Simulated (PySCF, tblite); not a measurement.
**C₄H₉BOSi: geometry, infrared bands and NMR shifts**

Wanted: the infrared bands and NMR shifts of C₄H₉BOSi (`CBOC1=C[SiH2]C1`), by calculation.

Computed with tblite 0.8.0 and PySCF 2.14.0, with density-fitted response routines of our own, on a single molecule in the gas phase. Atoms count from 0, in the outputs and in this text.

## Step 1: The molecule as given

16 atoms, charge 0, multiplicity 1; geometry from: force field or distance geometry start.

Bonds of the start (Å): C0–B1 1.62, B1–O2 1.49, O2–C3 1.43, C3–C4 1.30, C4–Si5 1.79, Si5–C6 1.81, C6–C3 1.43, C0–H7 1.10, C0–H8 1.12, C0–H9 1.09, B1–H10 1.19, C4–H11 1.12, Si5–H12 1.47, Si5–H13 1.46, C6–H14 1.14, C6–H15 1.12.

## Step 2: Optimising the geometry with GFN2-xTB

The job: settings as JSON, then the geometry in Å.

```
{"job": {"kind": "relax", "xc": "GFN2-xTB", "basis": "xTB"}, "charge": 0, "multiplicity": 1}
C      3.152500     0.044400     0.615200
B      1.783900     0.167900    -0.234400
O      0.709600     0.934500     0.461900
C     -0.628600     0.430200     0.355300
C     -1.386300    -0.109500     1.258700
Si    -2.818900    -0.434800     0.239800
C     -1.524300     0.343000    -0.759300
H      2.927400     0.233800     1.680200
H      3.867700     0.830100     0.270900
H      3.615300    -0.925300     0.437000
H      1.501200    -0.706300    -0.990300
H     -1.189800    -0.304000     2.342500
H     -3.067200    -1.824900    -0.158700
H     -4.034000     0.338100     0.507600
H     -1.137600    -0.352400    -1.571300
H     -1.778500     1.344200    -1.199100
```

Command:

```console
> OMP_NUM_THREADS=1 python probes_run.py task.json out
```

One launch serves the whole session: the jobs run in the order shown.

**Question.** This job is followed by: GFN2-xTB harmonic vibrations, gas phase; GIAO PBE0/pcSseg-1 NMR shielding, non-relativistic, gas phase. Predict these results of the whole session: strongest single infrared mode (GFN2-xTB); zero-point energy (GFN2-xTB); 13C shifts against TMS (PBE0/pcSseg-1); 1H shifts against TMS (PBE0/pcSseg-1, means over atoms taken as alike); 11B shifts against BF3·OEt2 (PBE0/pcSseg-1); 17O shifts against H2O (PBE0/pcSseg-1); 29Si shifts against TMS (PBE0/pcSseg-1).

As calculated:

| quantity | value |
| --- | --- |
| strongest single infrared mode (GFN2-xTB) | 1308 cm⁻¹, 726 km/mol |
| zero-point energy (GFN2-xTB) | 73.8 kcal/mol |
| 13C shifts against TMS (PBE0/pcSseg-1) | 169.9, 113.4, 20.9, 8.7 ppm |
| 1H shifts against TMS (PBE0/pcSseg-1, means over atoms taken as alike) | 5.80, 5.11, 4.52, 2.11, 0.63 ppm |
| 11B shifts against BF3·OEt2 (PBE0/pcSseg-1) | 47.4 ppm |
| 17O shifts against H2O (PBE0/pcSseg-1) | 287.9 ppm |
| 29Si shifts against TMS (PBE0/pcSseg-1) | -70.8 ppm |

In words: The optimisation took 125 steps and gained 1.556 eV; among the close pairs (by a distance rule), B1–O2 changed most, from 1.492 to 1.341 Å. No mode is imaginary among the 42: a minimum at this level. The strongest single mode, at 1308 cm⁻¹, moves mainly B1 and O2. Unscaled tight-binding wavenumbers are off by several per cent, some by more. Its intensities can rank the bands wrongly. C3 (alkene carbon bearing oxygen) lies farthest downfield among carbon, at 169.9 ppm; an sp2 carbon further deshielded by the attached heteroatom. At PBE0/pcSseg-1: The largest span, 356 ppm, is at O2, where the paramagnetic term is -348 ppm.
